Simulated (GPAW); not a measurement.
The system is Mg3TiO4.

```xyz
8
Lattice="4.3137 0.0000 0.0000 0.0000 4.3137 0.0000 0.0000 0.0000 4.3137" Properties=species:S:1:pos:R:3 pbc="T T T"
Ti    0.0000    0.0000    0.0000
Mg    2.1568    2.1568    0.0000
Mg    2.1568    0.0000    2.1568
Mg    0.0000    2.1568    2.1568
O     0.0000    2.1568    0.0000
O     0.0000    0.0000    2.1568
O     2.1568    2.1568    2.1568
O     2.1568    0.0000    0.0000
```

The cell comes from a database or a generator and needn't be the stable form of this composition.

Base run:

* Program: GPAW 26.7.0
* Functional: PBEsol
* Potentials or basis: PAW data sets generated in the run's folder for this functional
* Cutoff: 800 eV
* Basis: pw
* k mesh: 6 × 6 × 6
* Occupations: fermi-dirac, width 0.05 eV
* Spin: no spin polarisation
* Hubbard terms: Ti d U = 4 eV

Its results: pressure -5.2 GPa.

**Question.** The run is repeated on the same cell with these changes: hubbard terms from Ti d U = 4 eV to Ti d U = 2 eV. What comes out?

**Answer.** Pressure -6.3 GPa.

Caveats: U without spin polarisation on a metal has little footing.
